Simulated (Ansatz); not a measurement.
# Na3GaC: the cost of one run

Method: DFT PBE, scalar-relativistic, plane waves, PAW, in Ansatz 0.2.0.

## Step 1: The system as given

Symmetry: P6_3/mmc, No. 194, hexagonal system. Conventional cell: a = 7.143 Å, b = 7.143 Å, c = 6.000 Å, α = 90.00°, β = 90.00°, γ = 120.00°. Na (site symmetry mm2) has 2 C at 2.55 Å as nearest neighbours. Ga (site symmetry -6m2) is surrounded by 12 Na at 3.57 to 3.64 Å. C (site symmetry -3m) has 6 Na at 2.55 Å as nearest neighbours.

As a file:

```xyz
10
Lattice="7.1428 0.0000 0.0000 -3.5714 6.1859 0.0000 0.0000 0.0000 6.0000" Properties=species:S:1:pos:R:3 pbc="T T T"
Na    3.5714    4.1239    4.5000
Na    1.7857    1.0310    4.5000
Na    5.3571    1.0310    4.5000
Na    0.0000    2.0620    1.5000
Na    1.7857    5.1549    1.5000
Na   -1.7857    5.1549    1.5000
Ga    0.0000    4.1239    4.5000
Ga    3.5714    2.0620    1.5000
C     0.0000    0.0000    0.0000
C     0.0000    0.0000    3.0000
```

The cell is invented: antiperovskite family, AX3 layers stacked AB|A (P6_3/mmc, No. 194). Its size is a rough estimate.

## Step 2: A first look at the guess

input.yaml

```yaml
crystal:
  lattice:
    - [7.14281532, 0.0, 0.0]
    - [-3.57140766, 6.18585952, 0.0]
    - [0.0, 0.0, 5.99996487]
  atoms:
    - { symbol: Na, position: [0.83333333, 0.66666667, 0.75] }
    - { symbol: Na, position: [0.33333333, 0.16666667, 0.75] }
    - { symbol: Na, position: [0.83333333, 0.16666667, 0.75] }
    - { symbol: Na, position: [0.16666667, 0.33333333, 0.25] }
    - { symbol: Na, position: [0.66666667, 0.83333333, 0.25] }
    - { symbol: Na, position: [0.16666667, 0.83333333, 0.25] }
    - { symbol: Ga, position: [0.33333333, 0.66666667, 0.75] }
    - { symbol: Ga, position: [0.66666667, 0.33333333, 0.25] }
    - { symbol: C, position: [0.0, 0.0, 0.0] }
    - { symbol: C, position: [0.0, 0.0, 0.5] }
basis:
  ecutwfc: 420
kpoints:
  mp_grid: { grid: [3, 3, 4] }
hamiltonian:
  xc: pbe
scf:
  occupations: { method: gaussian, width: 0.1 }
  lower_state_search: "off"
output:
  forces: true
  stress: true
  eigenvalues: true
```

Started as:

```
$ ansatz run input.yaml --threads 1 --pin off --max-ram 2560MiB --backend cpu --events-out ev --progress --plain --runs-dir out
```

What time and memory should one allow on 1 thread of Intel Xeon 6975P-C (Granite Rapids), shared host?

About 4.3 s, with a peak of 0.56 GiB.
